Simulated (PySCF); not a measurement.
# C5H9NSi2: the cost of one run

Programs: PySCF 2.14.0, with routines of our own; each step states its level. All values are computed. Atoms count from 0.

## 1. The starting structure

17 atoms, charge -1, multiplicity 2; geometry from: GFN2-xTB.

## 2. Open-shell or spin-flip excitations: unrestricted TDA PBE0/def2-SVP in cyclohexane

The job: settings as JSON, then the geometry in Å.

```
{"job": {"kind": "uabs", "xc": "PBE0", "basis": "def2-SVP", "nstates": 10, "tda": true, "solvent": "cyclohexane", "pol": false}, "charge": -1, "multiplicity": 2}
C      4.852872    -0.808924     0.540248
C      3.820273    -0.232542     0.147629
C      2.669470     0.428165     0.175621
C      1.613254     1.008247    -0.194568
Si     0.072986     1.880465     0.152264
C     -1.308434     0.704768    -0.462209
N     -1.333527    -0.517796     0.325405
Si    -2.632952    -1.608724     0.360612
H      5.716872    -1.314571     0.176775
H     -0.499251     2.380091     1.452877
H      0.014477     3.111381    -0.697647
H     -2.295423     1.168874    -0.384325
H     -1.165380     0.469739    -1.527336
H     -0.393143    -0.855589     0.473522
H     -3.836934    -0.862227     0.761029
H     -3.003262    -2.307678    -0.893667
H     -2.298895    -2.631650     1.356974
```

Level: unrestricted TDA PBE0/def2-SVP, vertical, IEF-PCM cyclohexane (non-equilibrium linear response), core orbitals frozen in the response.

Command:

```bash
> OMP_NUM_THREADS=1 python excited_run.py task.json out
```

One launch serves the whole session: the jobs run in the order shown.

Q: Estimate the wall time and peak memory of this first job on 1 thread of Arm Neoverse V1, shared host.

About 44 s, with a peak of 0.78 GiB.
